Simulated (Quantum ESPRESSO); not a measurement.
Runs of Quantum ESPRESSO 7.5 on Ta3AsAu2O13. The typed cell holds 19 atoms: a = 5.724 Å, b = 6.389 Å, c = 8.473 Å, α = 80.92°, β = 88.19°, γ = 78.31°. The cell was built by a generator and needn't be a form met in nature.

```csv
task,level,potentials or basis,spin,cell,cutoff (eV),SCF threshold,symmetry,form of the LDA correlation,most ionic steps,forc conv thr,gap on the mesh (eV),pressure (GPa),largest force (eV/Å)
band structure,PBEsol,SG15 PBE 1.2,off,as given,1197,3.8e-09 Ry,-,-,-,-,1.24,-4.5,(d)
single point,PBE,PseudoDojo 0.4 FR PBE standard,"SOC, no magnetisation",as given,1143,3.8e-09 Ry,-,-,-,-,1.21,-0.7,0.15
band structure,r2SCAN,SG15 PBE 1.2,off,as given,1197,1e-08 Ry,off,-,-,-,1.50,-6.5,0.75
band structure,LDA,SG15 PBE 1.2,off,as given,1197,3.8e-09 Ry,-,PZ81,-,-,1.22,(c),0.94
relaxation of cell and atoms,PBE+D3(BJ),SSSP 1.3 efficiency PBE,off,relaxed to 0.3 kbar,816,3.8e-09 Ry,-,-,40,0.0004 Ry/bohr,(a),0.0,0.01
single point,PBE,PseudoDojo 0.4.1 SR PBE standard,off,as given,1143,3.8e-09 Ry,-,-,-,-,1.26,-0.7,0.16
projected density of states,PBE,SSSP 1.3 efficiency PBE,off,as given,816,3.8e-09 Ry,-,-,-,-,1.28,1.0,0.97
band structure,PBE,SG15 PBE 1.2,off,as given,1197,3.8e-09 Ry,-,-,-,-,1.27,-0.3,(b)
```

Alike in all rows: k mesh 4 × 4 × 3; smearing fermi-dirac 0.05 eV.

Estimate the missing entries.

(a) 1.37; (b) 0.14; (c) -8.3; (d) 0.51.

Caveats: spin-orbit coupling is left out, which moves the levels of the heavy elements (some runs); an odd mesh through Γ misses points on the zone boundary, where band edges often lie (some runs); the potentials were made for another functional, which shifts forces and pressure (some runs).

A k mesh can miss the band edges, and rows without SOC leave out spin-orbit coupling on As, Au, Ta.

The runs don't all hold the same shells in valence.
